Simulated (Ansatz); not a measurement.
**C₃H₅Cl₂Ga: small, medium and large basis sets**

An exercise on one series of results from a longer session: the logs are not shown, and one member is left open.

The runs use Ansatz 0.2.0, Gaussian basis; one geometry, several basis sets.

The runs, in order: PBE0-D4/def2-SVP; ωB97M-V/def2-SVP; PBE0-D4/def2-QZVPP; ωB97M-V/def2-QZVPP; the functionals' def2-TZVPP values are taken from earlier runs.

## Structure used throughout

The geometry comes from an earlier relaxation with PBE0-D4 in a triple-zeta def2 set; it is a stationary point, not always the lowest conformer.

SMILES `C=C[CH2][Ga]([Cl])[Cl]`, 11 atoms, charge 0, spin multiplicity 1.

Atoms are counted from 1 here; the program's logs count them from 0.

Bond lengths: C1–C2 1.326 Å, C1–H7 1.083 Å, C1–H8 1.089 Å, C2–C3 1.495 Å, C2–H9 1.089 Å, C3–Ga4 1.959 Å, C3–H10 1.094 Å, C3–H11 1.095 Å, Ga4–Cl5 2.138 Å, Ga4–Cl6 2.139 Å. Angles: C2–C1–H7 121.5°, C2–C1–H8 122.6°, H7–C1–H8 115.8°, C1–C2–C3 126.5°, C1–C2–H9 118.1°, C3–C2–H9 115.4°, C2–C3–Ga4 112.3°, C2–C3–H10 110.6°, C2–C3–H11 110.6°, Ga4–C3–H10 107.4°, Ga4–C3–H11 109.1°, H10–C3–H11 106.7°, C3–Ga4–Cl5 122.2°, C3–Ga4–Cl6 124.1°, Cl5–Ga4–Cl6 113.7°.

Set-up of the first run:

in.yaml

```yaml
crystal:
  periodic: [false, false, false]
  atoms:
    - {symbol: C, position_ang: [-0.775679, -0.443522, -1.395330]}
    - {symbol: C, position_ang: [-0.220806, -1.130593, -0.406881]}
    - {symbol: C, position_ang: [0.322348, -0.572570, 0.869868]}
    - {symbol: Ga, position_ang: [0.554497, 1.371308, 0.793822]}
    - {symbol: Cl, position_ang: [2.453065, 2.278411, 0.414438]}
    - {symbol: Cl, position_ang: [-1.025809, 2.781268, 1.093714]}
    - {symbol: H, position_ang: [-1.156020, -0.934448, -2.282976]}
    - {symbol: H, position_ang: [-0.897308, 0.638275, -1.361988]}
    - {symbol: H, position_ang: [-0.152604, -2.212861, -0.509241]}
    - {symbol: H, position_ang: [1.299124, -1.010282, 1.095727]}
    - {symbol: H, position_ang: [-0.335310, -0.821987, 1.709446]}
basis:
  gaussian: {orbitals: def2-SVP}
hamiltonian: {xc: pbe0, dispersion: d4}
output: {orbitals: {seedname: orbitals}}
```

Started as:

```
$ ansatz run in.yaml --threads 4 --pin off --events-out ev --progress --plain --max-ram 11315MiB
```

Steps of the session up to this table: PBE0-D4 in def2-SVP; ωB97M-V in def2-SVP; PBE0-D4 in def2-QZVPP; ωB97M-V in def2-QZVPP.

One of the session's tables, all rows but one given; the rest of the session is left out.

It belongs to the step «Functionals by basis». 

```
functional       basis  HOMO (eV)
   PBE0-D4    def2-SVP      -7.94
   PBE0-D4  def2-TZVPP      -8.01
   PBE0-D4  def2-QZVPP          ?
   ωB97M-V    def2-SVP     -10.16
   ωB97M-V  def2-TZVPP     -10.24
   ωB97M-V  def2-QZVPP     -10.27
```

Estimate the missing values for PBE0-D4, def2-QZVPP.

The run gave: HOMO (eV): -8.03. In the column «HOMO (eV)» it lies between ωB97M-V, def2-SVP (-10.16) and PBE0-D4, def2-TZVPP (-8.01).
